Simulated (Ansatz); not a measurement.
**C₃H₁₀NV: basis-set convergence**

How large a basis does C₃H₁₀NV need? Two functionals are run in growing sets.

Method: one geometry, several basis sets; program: Ansatz 0.2.0, Gaussian basis.

Levels to be run: PBE0-D4/def2-SVP; ωB97M-V/def2-SVP; PBE0-D4/def2-QZVPP; ωB97M-V/def2-QZVPP; the functionals' def2-TZVPP values are taken from earlier runs.

### Step 1. The geometry

All runs share one geometry, relaxed beforehand with PBE0-D4 in a triple-zeta def2 set.

SMILES `[CH3][V]([CH3])([CH3])=[NH]`, 15 atoms, charge 0, spin multiplicity 1.

Atoms are counted from 1 here; the program's logs count them from 0.

Bond lengths: C1–V2 2.009 Å, C1–H6 1.099 Å, C1–H7 1.093 Å, C1–H8 1.093 Å, V2–C3 2.009 Å, V2–C4 2.009 Å, V2–N5 1.605 Å, C3–H9 1.093 Å, C3–H10 1.099 Å, C3–H11 1.093 Å, C4–H12 1.099 Å, C4–H13 1.093 Å, C4–H14 1.093 Å, N5–H15 1.010 Å. Angles: V2–C1–H6 106.5°, V2–C1–H7 111.1°, V2–C1–H8 111.1°, H6–C1–H7 109.6°, H6–C1–H8 109.6°, H7–C1–H8 108.9°, C1–V2–C3 112.5°, C1–V2–C4 112.4°, C1–V2–N5 106.3°, C3–V2–C4 112.4°, C3–V2–N5 106.3°, C4–V2–N5 106.3°, V2–C3–H9 111.3°, V2–C3–H10 106.5°, V2–C3–H11 110.9°, H9–C3–H10 109.6°, H9–C3–H11 108.9°, H10–C3–H11 109.6° and more.

As a file:

```mol
C3H10NV
  3D, bonds by distance, orders not assigned

 15 14  0  0  0  0  0  0  0  0999 V2000
   -1.8416    0.6289    0.1893 C   0  0
    0.0993    0.1954   -0.0943 V   0  0
    1.0692   -0.1469    1.6311 C   0  0
    0.3668   -1.2816   -1.4293 C   0  0
    0.7661    1.5082   -0.7342 N   0  0
   -2.3012   -0.2678    0.6270 H   0  0
   -1.9599    1.4725    0.8738 H   0  0
   -2.3337    0.8683   -0.7566 H   0  0
    0.9752    0.7004    2.3145 H   0  0
    0.6047   -1.0357    2.0795 H   0  0
    2.1296   -0.3403    1.4499 H   0  0
   -0.0812   -2.1838   -0.9909 H   0  0
    1.4288   -1.4548   -1.6196 H   0  0
   -0.1293   -1.0487   -2.3748 H   0  0
    1.1854    2.3349   -1.1359 H   0  0
  1  2  8  0
  2  3  8  0
  2  4  8  0
  2  5  8  0
  1  6  8  0
  1  7  8  0
  1  8  8  0
  3  9  8  0
  3 10  8  0
  3 11  8  0
  4 12  8  0
  4 13  8  0
  4 14  8  0
  5 15  8  0
M  END
```

### Step 2. PBE0-D4 in def2-SVP

Contents of in.yaml:

```yaml
crystal:
  periodic: [false, false, false]
  atoms:
    - {symbol: C, position_ang: [-1.841596, 0.628911, 0.189279]}
    - {symbol: V, position_ang: [0.099280, 0.195444, -0.094342]}
    - {symbol: C, position_ang: [1.069221, -0.146935, 1.631143]}
    - {symbol: C, position_ang: [0.366834, -1.281566, -1.429294]}
    - {symbol: N, position_ang: [0.766125, 1.508237, -0.734238]}
    - {symbol: H, position_ang: [-2.301161, -0.267796, 0.626958]}
    - {symbol: H, position_ang: [-1.959904, 1.472514, 0.873806]}
    - {symbol: H, position_ang: [-2.333692, 0.868323, -0.756619]}
    - {symbol: H, position_ang: [0.975238, 0.700409, 2.314517]}
    - {symbol: H, position_ang: [0.604660, -1.035734, 2.079543]}
    - {symbol: H, position_ang: [2.129597, -0.340289, 1.449947]}
    - {symbol: H, position_ang: [-0.081151, -2.183786, -0.990923]}
    - {symbol: H, position_ang: [1.428786, -1.454844, -1.619625]}
    - {symbol: H, position_ang: [-0.129319, -1.048710, -2.374824]}
    - {symbol: H, position_ang: [1.185379, 2.334921, -1.135926]}
basis:
  gaussian: {orbitals: def2-SVP}
hamiltonian: {xc: pbe0, dispersion: d4}
output: {orbitals: {seedname: orbitals}}
```

Started as:

```sh
$ ansatz run in.yaml --threads 4 --pin off --events-out ev --progress --plain --max-ram 11315MiB
```

After this run come: ωB97M-V in def2-SVP; PBE0-D4 in def2-QZVPP; ωB97M-V in def2-QZVPP.

Before running them: what should the planned runs give, taken together? Wanted: PBE0-D4: double and triple zeta above quadruple; ωB97M-V: double and triple zeta above quadruple.

As calculated:

| quantity | value |
| --- | --- |
| PBE0-D4: double and triple zeta above quadruple | 9.71, 0.79 eV |
| ωB97M-V: double and triple zeta above quadruple | 9.98, 0.76 eV |

PBE0-D4 gains 8.91 eV from double to triple zeta, then 0.79 eV more. These are total energies; as a rule much of such shifts cancels in differences, which this series doesn't test.
